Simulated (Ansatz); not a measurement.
# C2H7NOSn: up Jacob's ladder to CCSD(T)

An exercise on one series of results from a longer session: the logs are not shown, and one member is left open.

The runs use Ansatz 0.2.0, Gaussian basis; functionals in def2-TZVPP, the program's frozen cores in correlated methods.

Plan: PBE-D4, r2SCAN-D4, PBE0-D4, B3LYP-D4, ωB97X-V, ωB97M-V, B2PLYP; CCSD(T)/def2-TZVPP; MP2/def2-QZVPP; extrapolation to the limit.

### The relaxed structure

All runs share one geometry, relaxed beforehand with PBE0-D4 in a triple-zeta def2 set. Sn takes the def2 core potential; no spin-orbit term is included.

12 atoms, charge 0, spin multiplicity 1.

Atoms are counted from 1 here; the program's logs count them from 0.

Bond lengths: C1–Sn2 2.196 Å, C1–H6 1.093 Å, C1–H7 1.092 Å, C1–H8 1.094 Å, Sn2–N3 2.065 Å, N3–H9 1.010 Å, N3–H10 1.012 Å, C4–O5 1.207 Å, C4–H11 1.104 Å, C4–H12 1.103 Å. Angles: Sn2–C1–H6 110.9°, Sn2–C1–H7 111.1°, Sn2–C1–H8 109.6°, H6–C1–H7 108.9°, H6–C1–H8 108.4°, H7–C1–H8 107.9°, C1–Sn2–N3 93.0°, Sn2–N3–H9 118.9°, Sn2–N3–H10 119.2°, H9–N3–H10 109.4°, O5–C4–H11 120.1°, O5–C4–H12 119.8°, H11–C4–H12 120.1°.

The first run:

File in.yaml:

```yaml
crystal:
  periodic: [false, false, false]
  atoms:
    - {symbol: C, position_ang: [-0.977723, 0.363929, 1.620151]}
    - {symbol: Sn, position_ang: [1.144571, 0.478789, 1.068800]}
    - {symbol: N, position_ang: [0.734259, 1.317531, -0.773154]}
    - {symbol: C, position_ang: [0.480275, -1.720360, -1.247469]}
    - {symbol: O, position_ang: [0.686431, -1.726610, -0.058248]}
    - {symbol: H, position_ang: [-1.609677, 0.311026, 0.729465]}
    - {symbol: H, position_ang: [-1.174437, -0.510065, 2.245035]}
    - {symbol: H, position_ang: [-1.257542, 1.254918, 2.190334]}
    - {symbol: H, position_ang: [1.449360, 1.864414, -1.230908]}
    - {symbol: H, position_ang: [-0.168164, 1.746604, -0.930247]}
    - {symbol: H, position_ang: [0.486791, -0.767300, -1.804784]}
    - {symbol: H, position_ang: [0.282755, -2.668175, -1.774876]}
basis:
  gaussian: {orbitals: def2-TZVPP}
hamiltonian: {xc: pbe, dispersion: d4}
output: {forces: true, orbitals: {seedname: orbitals}}
```

Started as:

```
ansatz run in.yaml --threads 4 --pin off --events-out ev --progress --plain --max-ram 10444MiB
```

Among the steps run: PBE-D4 (GGA); r2SCAN-D4 (meta-GGA); PBE0-D4 (hybrid); B3LYP-D4 (hybrid); ωB97X-V (range-separated); ωB97M-V (range-separated); B2PLYP (double hybrid); CCSD(T) in def2-TZVPP; MP2 in def2-QZVPP.

One of the session's tables, all rows but one given; the rest of the session is left out.

| method | atoms, summed (eV) | atomisation energy (eV) |
| --- | --- | --- |
| PBE-D4 | ? | ? |
| r2SCAN-D4 | -11514.106 | 43.780 |
| PBE0-D4 | -11508.760 | 43.752 |
| B3LYP-D4 | -11517.539 | 44.059 |
| ωB97X-V | -11512.481 | 43.979 |
| ωB97M-V | -11511.168 | 43.976 |
| B2PLYP | -11505.276 | 43.453 |
| HF/def2-TZVPP | -11468.019 | 30.118 |
| MP2/def2-TZVPP | -11485.254 | 43.246 |
| CCSD/def2-TZVPP | -11487.171 | 41.940 |
| CCSD(T)/def2-TZVPP | -11487.583 | 42.723 |
| MP2/CBS | -11497.028 | 44.599 |
| CCSD(T)/CBS | -11499.357 | 44.076 |

**Question.** Estimate the row for PBE-D4.

**Answer.** atoms, summed (eV): -11507.162; atomisation energy (eV): 44.960. In the column «atoms, summed (eV)» it lies between PBE0-D4 (-11508.760) and B2PLYP (-11505.276).

Limits of these values: Free atoms (2 C, 1 Sn, 1 N, 1 O, 7 H) were run apart at each level; the atomisation energy is their sum less the molecule, without zero-point or spin-orbit terms.
